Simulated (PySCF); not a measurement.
# C6H12O2: the cost of one run

Programs: PySCF 2.14.0, with density-fitted response routines of our own. Each step states its level of theory. These are calculated values for one molecule, in the gas phase or a continuum, unless marked as measured. Atoms count from 0, in the outputs and in this text.

**1. Starting geometry**

20 atoms, charge 0, multiplicity 1; geometry from: GFN2-xTB. The atoms were then displaced at random by about 0.01 Å, so the start is not that level's minimum.

Bonds of the start (Å): C0–C1 1.49, C1–C2 1.52, C2–C3 1.58, C3–C4 1.49, C4–O5 1.21, C4–O6 1.35, O6–C7 1.43, C0–H8 1.10, C0–H9 1.08, C0–H10 1.11, C1–H11 1.09, C1–H12 1.08, C2–H13 1.10, C2–H14 1.08, C3–H15 1.10, C3–H16 1.08, C7–H17 1.07, C7–H18 1.09, C7–H19 1.09.

**2. Relaxing the molecule at PBE0-D3(BJ)/def2-SVP**

Job settings and geometry (Å):

```
{"job": {"xc": "PBE0", "basis": "def2-SVP", "d3": "d3bj", "grid": 1, "shake": 0.01, "kind": "geom"}, "charge": 0, "multiplicity": 1}
C     -3.029590     0.102400    -0.806620
C     -1.607660    -0.304800    -0.610210
C     -1.107660     0.095290     0.764940
C      0.358710    -0.418160     1.028260
C      1.356110     0.276540     0.171990
O      1.253750     1.390520    -0.286680
O      2.459640    -0.486320     0.038570
C      3.541550     0.076760    -0.710470
H     -3.696610    -0.344930    -0.056700
H     -3.399430    -0.151830    -1.793380
H     -3.156120     1.202620    -0.692490
H     -0.968020     0.166980    -1.362080
H     -1.553150    -1.373860    -0.736340
H     -1.774250    -0.296540     1.546220
H     -1.086650     1.175030     0.854360
H      0.603220    -0.228830     2.081600
H      0.398020    -1.482000     0.845880
H      4.398450    -0.509170    -0.452930
H      3.313340    -0.000340    -1.772650
H      3.645340     1.126040    -0.430880
```

Launch:

```console
> OMP_NUM_THREADS=1 python probes_run.py task.json out
```

This one command runs all jobs of the session in turn.

**Question.** How long does this first job take on 1 thread of Intel Xeon Platinum 8488C, shared host, and how much memory does it need?

About 85 s, with a peak of 0.71 GiB.
